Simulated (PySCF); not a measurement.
# C4H12Si (TMS): the cost of one run

The runs use PySCF 2.14.0, with density-fitted response routines of our own; the level of theory stands in each step. All values are computed, except where a source is named. Atoms are numbered from 0 throughout.

## 1. The molecule as given

17 atoms, charge 0, multiplicity 1; geometry from: GFN2-xTB.

Bonds of the start (Å): C0–Si1 1.91, Si1–C2 1.91, Si1–C3 1.91, Si1–C4 1.91, C0–H5 1.09, C0–H6 1.09, C0–H7 1.09, C2–H8 1.09, C2–H9 1.09, C2–H10 1.09, C3–H11 1.09, C3–H12 1.09, C3–H13 1.09, C4–H14 1.09, C4–H15 1.09, C4–H16 1.09.

## 2. Nuclear shieldings: BLYP/6-31++G**

The job: settings as JSON, then the geometry in Å.

```
{"job": {"kind": "nmr", "xc": "BLYP", "basis": "6-31++G**", "pop": false}, "charge": 0, "multiplicity": 1}
C     -0.406572    -1.213421    -1.419378
Si    -0.001168    -0.000673    -0.001754
C      0.008130     1.785545    -0.675355
C     -1.319794    -0.154927     1.370252
C      1.716091    -0.415535     0.721562
H     -1.379676    -1.003559    -1.853159
H     -0.418731    -2.241638    -1.070248
H      0.327027    -1.147965    -2.217335
H      0.242457     2.501867     0.106393
H     -0.958122     2.057909    -1.089187
H      0.746490     1.907664    -1.462097
H     -2.312057     0.075313     0.994143
H     -1.350945    -1.160472     1.779082
H     -1.116988     0.525824     2.191677
H      1.746276    -1.426357     1.117085
H      2.493128    -0.336762    -0.032799
H      1.977455     0.259220     1.531210
```

Level: GIAO BLYP/6-31++G** NMR shielding, non-relativistic, gas phase.

Started as:

```bash
OMP_NUM_THREADS=1 python probes_run.py task.json out
```

One launch serves the whole session: the jobs run in the order shown.

**Question.** How long does this first job take on 1 thread of Intel Xeon at 2.30GHz, shared host, and how much memory does it need?

About 25 s, with a peak of 0.78 GiB.
